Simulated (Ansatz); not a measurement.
# ClGeH₂Se, SMILES [Cl][GeH][SeH]: a search for lower mean-field states

Program: the Python package of Ansatz (0.2.0).

The script, `run_states.py`:
```python
import ansatz as az
from ase import Atoms
import numpy as np

atoms = Atoms(['Cl', 'Ge', 'Se', 'H', 'H'], positions=[
    (-2.1057, 0.0181, -0.138),
    (-0.1621, -0.7748, -0.2411),
    (1.3746, 0.8725, 0.3773),
    (0.0157, -1.9691, 0.7224),
    (0.9274, 1.7797, -0.762),
])
clgeh2se = az.Crystal.molecule_from_ase(atoms)
symbols = [site.symbol for site in clgeh2se.cartesian_sites]

start = np.array([site.position_ang for site in clgeh2se.cartesian_sites])
for factor in [1.0, 1.3]:
    xyz = (start - start.mean(axis=0)) * factor
    scaled = az.Crystal.molecule()
    for symbol, place in zip(symbols, xyz):
        scaled = scaled.atom(symbol, place.tolist())
    base = (
        scaled.calculation()
        .basis(gaussian='def2-SVP')
        .functional('pbe0')
        .spin('collinear', total=1)
    )
    for search in ('off', 'standard'):
        try:
            r = base.scf(lower_state_search=search).run(threads=1).report
        except az.AnsatzError as error:
            print(f'x{factor} search {search}: {type(error).__name__}')
            continue
        state = r['mean_field']['state']
        print(f'all distances x{factor}, search {search:8s} E = {r["free_energy_ev"]:.5f} eV  <S^2> = {abs(state["spin_squared"]):.3f}  other states met: {len(r["mean_field"]["others"])}')
```

```console
$ python run_states.py
all distances x1.0, search off      E = -134385.94404 eV  <S^2> = 0.753  other states met: 0
all distances x1.0, search standard E = -134385.94404 eV  <S^2> = 0.753  other states met: 0
all distances x1.3, search off      E = -134381.69882 eV  <S^2> = 0.784  other states met: 0
all distances x1.3, search standard E = -134381.69882 eV  <S^2> = 0.784  other states met: 6
```

Total energies depend on the basis set; only differences at equal settings carry meaning. The count of other states can hold repeated and symmetry-equivalent ends of the search; scaling all distances is a test, and for more than two atoms no physical path. The structure is a rough, unrelaxed start. The run takes the species as open-shell (spin multiplicity 2), which needn't be its ground state. Finished in 29 s on 1 thread of Arm Neoverse V1, with other jobs on the host, peak memory 0.37 GiB.
